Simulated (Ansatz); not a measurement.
# BBrF₂H₂OSi: a ladder of functionals and wavefunction methods

The task here is to estimate one member of a computed series from the others.

Method: functionals in def2-TZVPP, the program's frozen cores in correlated methods; program: Ansatz 0.2.0, Gaussian basis.

Plan: LDA (SPW92), PBE-D4, revPBE-D4, BLYP-D4, r2SCAN-D4, B97M-V, PBE0-D4, B3LYP-D4, r2SCANh-D4, r2SCAN0-D4, HSE06-D4, BHLYP-D4, CAM-B3LYP-D4, LC-ωPBE, ωB97X-V, ωB97M-V, B2PLYP, PBE-QIDH; CCSD(T)/def2-SVP; CCSD(T)/def2-TZVPP; MP2/def2-QZVPP; extrapolation to the limit; RPA on PBE.

## The geometry

The geometry comes from an earlier relaxation with PBE0-D4 in a triple-zeta def2 set; it is a stationary point, not always the lowest conformer.

SMILES `BO[Si](F)(F)Br`, 8 atoms, charge 0, spin multiplicity 1.

Atoms are counted from 1 here; the program's logs count them from 0.

Bond lengths: B1–O2 1.356 Å, B1–H7 1.195 Å, B1–H8 1.198 Å, O2–Si3 1.613 Å, Si3–F4 1.570 Å, Si3–F5 1.570 Å, Si3–Br6 2.174 Å. Angles: O2–B1–H7 117.2°, O2–B1–H8 119.8°, H7–B1–H8 123.0°, B1–O2–Si3 139.1°, O2–Si3–F4 108.2°, O2–Si3–F5 108.2°, O2–Si3–Br6 113.5°, F4–Si3–F5 107.8°, F4–Si3–Br6 109.5°, F5–Si3–Br6 109.5°.

Set-up of the first run:

The input, in.yaml:

```yaml
crystal:
  periodic: [false, false, false]
  atoms:
    - {symbol: B, position_ang: [-0.482470, -1.526863, 0.263979]}
    - {symbol: O, position_ang: [0.316083, -0.451646, 0.475891]}
    - {symbol: Si, position_ang: [0.499985, 1.055980, -0.068458]}
    - {symbol: F, position_ang: [0.364947, 2.036361, 1.150682]}
    - {symbol: F, position_ang: [1.956357, 1.196361, -0.638704]}
    - {symbol: Br, position_ang: [-0.937528, 1.603351, -1.604319]}
    - {symbol: H, position_ang: [-0.265605, -2.505251, 0.914553]}
    - {symbol: H, position_ang: [-1.359770, -1.465194, -0.549224]}
basis:
  gaussian: {orbitals: def2-TZVPP}
hamiltonian: {xc: lda}
output: {orbitals: {seedname: orbitals}}
```

Among the steps run: LDA; PBE-D4 (GGA); revPBE-D4 (GGA); BLYP-D4 (GGA); r2SCAN-D4 (meta-GGA); B97M-V (meta-GGA); PBE0-D4 (hybrid); B3LYP-D4 (hybrid); r2SCANh-D4 (hybrid); r2SCAN0-D4 (hybrid); HSE06-D4 (hybrid); BHLYP-D4 (hybrid); CAM-B3LYP-D4 (range-separated); LC-ωPBE (range-separated); ωB97X-V (range-separated); ωB97M-V (range-separated); B2PLYP (double hybrid); PBE-QIDH (double hybrid).

One table of the session follows, with a row left open; its other results are not shown here.

It belongs to the step «Orbital energies across the functionals». 

```
  functional  HOMO (eV)  gap (eV)
 LDA (SPW92)          ?         ?
      PBE-D4      -7.64      5.41
   revPBE-D4      -7.60      5.49
     BLYP-D4      -7.58      5.48
   r2SCAN-D4      -7.99      6.18
      B97M-V      -8.07      6.12
     PBE0-D4      -9.14      7.93
    B3LYP-D4      -8.94      7.48
  r2SCANh-D4      -8.54      7.08
  r2SCAN0-D4      -9.37      8.43
    HSE06-D4      -8.73      7.14
    BHLYP-D4     -10.53     10.33
CAM-B3LYP-D4     -10.62     10.48
     LC-ωPBE     -11.97     13.09
     ωB97X-V     -11.63     12.63
     ωB97M-V     -11.49     12.21
```

Q: Estimate the row for LDA (SPW92) from the others.

As computed: HOMO (eV): -7.73; gap (eV): 5.17. In the column «HOMO (eV)» it lies between r2SCAN-D4 (-7.99) and PBE-D4 (-7.64).
